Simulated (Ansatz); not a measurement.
# BH3Se3: basis-set convergence

The task here is to estimate one member of a computed series from the others.

Computed with Ansatz 0.2.0, Gaussian basis. Level: one geometry, several basis sets.

The runs, in order: PBE0-D4/def2-SVP; ωB97M-V/def2-SVP; PBE0-D4/def2-QZVPP; ωB97M-V/def2-QZVPP; the functionals' def2-TZVPP values are taken from earlier runs.

### Structure used throughout

An earlier PBE0-D4 in a triple-zeta def2 set relaxation fixed the geometry.

SMILES `[SeH]B([SeH])[SeH]`, 7 atoms, charge 0, spin multiplicity 1.

Atoms are counted from 1 here; the program's logs count them from 0.

Bond lengths: Se1–B2 1.937 Å, Se1–H5 1.467 Å, B2–Se3 1.943 Å, B2–Se4 1.933 Å, Se3–H6 1.469 Å, Se4–H7 1.469 Å. Angles: B2–Se1–H5 96.2°, Se1–B2–Se3 115.3°, Se1–B2–Se4 126.1°, Se3–B2–Se4 118.6°, B2–Se3–H6 95.8°, B2–Se4–H7 97.2°.

Set-up of the first run:

in.yaml reads:

```yaml
crystal:
  periodic: [false, false, false]
  atoms:
    - {symbol: Se, position_ang: [-1.902130, 0.511173, 0.289625]}
    - {symbol: B, position_ang: [-0.037000, -0.007986, 0.358438]}
    - {symbol: Se, position_ang: [0.687663, -0.262336, 2.142678]}
    - {symbol: Se, position_ang: [1.125954, -0.284924, -1.160669]}
    - {symbol: H, position_ang: [-1.994591, 0.580649, -1.173077]}
    - {symbol: H, position_ang: [2.041709, -0.624440, 1.702669]}
    - {symbol: H, position_ang: [0.139696, 0.019863, -2.205466]}
basis:
  gaussian: {orbitals: def2-SVP}
hamiltonian: {xc: pbe0, dispersion: d4}
output: {orbitals: {seedname: orbitals}}
```

Among the steps run: PBE0-D4 in def2-SVP; ωB97M-V in def2-SVP; PBE0-D4 in def2-QZVPP; ωB97M-V in def2-QZVPP.

One of the session's tables, all rows but one given; the rest of the session is left out.

It belongs to the step «Functionals by basis». 

```
functional       basis  HOMO (eV)
   PBE0-D4    def2-SVP      -6.99
   PBE0-D4  def2-TZVPP      -7.11
   PBE0-D4  def2-QZVPP          ?
   ωB97M-V    def2-SVP      -9.06
   ωB97M-V  def2-TZVPP      -9.20
   ωB97M-V  def2-QZVPP      -9.21
```

**Question.** Estimate the row for PBE0-D4, def2-QZVPP.

The run gave: HOMO (eV): -7.12. In the column «HOMO (eV)» it lies between ωB97M-V, def2-SVP (-9.06) and PBE0-D4, def2-TZVPP (-7.11).
